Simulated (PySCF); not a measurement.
# RhF3: one geometry, several methods

How much do the numbers for RhF3 (singlet) hang on the method? All levels run at one geometry, the PBE0 minimum.

Computed with PySCF 2.14.0. Level: several methods, basis Rh def2-TZVP with ECP28, F def2-TZVP, scalar-relativistic core potentials, no spin–orbit coupling, density fitting.

## 1. The starting structure

4 atoms, charge 0, spin multiplicity 1.

Bond lengths: Rh1–F2 1.817 Å, Rh1–F3 1.817 Å, Rh1–F4 1.817 Å. Angles: F2–Rh1–F3 111.8°, F2–Rh1–F4 111.8°, F3–Rh1–F4 111.8°.

```xyz
4
charge 0 multiplicity 1
Rh    0.0000    0.0000   -0.1895
F     1.7366    0.0000    0.3436
F    -0.8683    1.5039    0.3436
F    -0.8683   -1.5039    0.3436
```

## 2. PBE0

One driver script runs all steps and calls PySCF; scf.py shows the equivalent input of each level. Each SCF starts from the density of the minimum. The driver also runs the species with one electron less or more at the same geometry (cation multiplicity 2, anion multiplicity 2); their logs are not shown.

The input, scf.py:

```python
from pyscf import gto, scf, dft
mol = gto.M(atom='''
Rh     0.000000     0.000000    -0.189501
F      1.736573    -0.000006     0.343567
F     -0.868282     1.503919     0.343567
F     -0.868291    -1.503914     0.343567''',
    basis={'Rh': 'def2-TZVP', 'F': 'def2-TZVP'},
    ecp={'Rh': 'def2-TZVP'},
    charge=0, spin=0)
mf = dft.RKS(mol, xc='PBE0')
mf.grids.atom_grid = (99, 590)
aux = {'Rh': 'def2-universal-JKFIT', 'F': 'def2-universal-JKFIT'}
mf = mf.density_fit(auxbasis=aux)
mf.kernel()
```

## 3. HF

scf.py, as its differences from that of step 2:

```diff
@@ -10,2 +10 @@
-mf = dft.RKS(mol, xc='PBE0')
-mf.grids.atom_grid = (99, 590)
+mf = scf.RHF(mol)
```

## 4. MP2

scf.py, as its differences from that of step 3:

```diff
@@ -13,0 +14,2 @@
+from pyscf.mp import dfmp2
+dfmp2.DFMP2(mf, frozen=3).kernel()  # the driver gives MP2 a fitting basis of its own (RI)
```

## 5. PBE

scf.py, as its differences from that of step 4:

```diff
@@ -10 +10,2 @@
-mf = scf.RHF(mol)
+mf = dft.RKS(mol, xc='PBE')
+mf.grids.atom_grid = (99, 590)
@@ -14,2 +14,0 @@
-from pyscf.mp import dfmp2
-dfmp2.DFMP2(mf, frozen=3).kernel()  # the driver gives MP2 a fitting basis of its own (RI)
```

## 6. r2SCAN

scf.py, as its differences from that of step 5:

```diff
@@ -10 +10 @@
-mf = dft.RKS(mol, xc='PBE')
+mf = dft.RKS(mol, xc='R2SCAN')
```

## 7. B3LYP

scf.py, as its differences from that of step 6:

```diff
@@ -10 +10 @@
-mf = dft.RKS(mol, xc='R2SCAN')
+mf = dft.RKS(mol, xc='B3LYP')
```

## 8. TPSSh

scf.py, as its differences from that of step 7:

```diff
@@ -10 +10 @@
-mf = dft.RKS(mol, xc='B3LYP')
+mf = dft.RKS(mol, xc='TPSSH')
```

## 9. CAM-B3LYP

scf.py, as its differences from that of step 8:

```diff
@@ -10 +10 @@
-mf = dft.RKS(mol, xc='TPSSH')
+mf = dft.RKS(mol, xc='CAMB3LYP')
```

## 10. B97-3

scf.py, as its differences from that of step 9:

```diff
@@ -10 +10 @@
-mf = dft.RKS(mol, xc='CAMB3LYP')
+mf = dft.RKS(mol, xc='HYB_GGA_XC_B97_3')
```

(Steps that only read results are left out.)

Before running it: what results should come out? Wanted: atomisation energy, range; vertical ionisation energy, range; vertical electron affinity, range; gap, range.

**Answer**, as computed:

```
                         quantity                          value
        atomisation energy, range  319 (HF) to 1148 (PBE) kJ/mol
vertical ionisation energy, range   10.91 (PBE) to 12.03 (HF) eV
vertical electron affinity, range     2.09 (PBE) to 2.97 (HF) eV
                       gap, range    1.11 (PBE) to 14.23 (HF) eV
```

**Reading.** The atomisation energy spreads over 829 kJ/mol, from HF to PBE; without a CCSD(T) value for it there is no yardstick here. Spin contamination is strong in at least one of the open-shell species at PBE0, HF, MP2, r2SCAN, TPSSh. Without diffuse functions electron affinities tend to come out too low.
